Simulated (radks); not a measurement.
# Re⁵⁶⁺ in [Ar] 3d1: an all-electron calculation

The task here is to estimate one member of a computed series from the others.

Program: radks (a radial shooting solver on a logarithmic mesh, Libxc functionals) version 1. Level of theory: scalar-relativistic Kohn-Sham, exchange-only PBE, spin-unpolarised, spherical densities, finite nucleus. These are calculated values, not measurements, unless marked.

## What is computed

| Property | Result |
| --- | --- |
| element | rhenium (Z = 75) |
| charge | +56 |
| electrons | 19 |
| configuration | [Ar] 3d1 |
| nuclear rms radius | 5.3698 fm |

Outer shells as boxes (Hund's rule):

Re⁵⁶⁺
```
[Ar] core
3d [↑ ][  ][  ][  ][  ]
```

Set-up of the first run:

Input:

```text
Z 75
configuration [Ar] 3d1
relativity scalar-relativistic
functional pbe,
spin unpolarised
nucleus finite rms 5.3698 fm
c 137.035999084
```

One of the session's tables, all rows but one given; the rest of the session is left out.

It belongs to the step «Radial structure». Sizes of the orbitals, from the radial functions (bohr):

```
level      <r>  outermost maximum (interpolated)  90 % within  nodes
   1s  0.01804                            0.0112       0.0329      0
   2s  0.07563                            0.0643        0.117      1
   2p        ?                                 ?            ?      ?
   3s   0.1855                             0.175        0.270      2
   3p   0.1830                             0.172        0.271      1
   3d   0.1622                             0.137        0.247      0
```

Estimate the missing values for 2p.

As computed: <r>: 0.06770; outermost maximum (interpolated): 0.0528; 90 % within: 0.110; nodes: 0. In the column «<r>» it lies between 1s (0.01804) and 2s (0.07563).

Caveats from the session: Spin polarisation and multiplet splitting are left out.
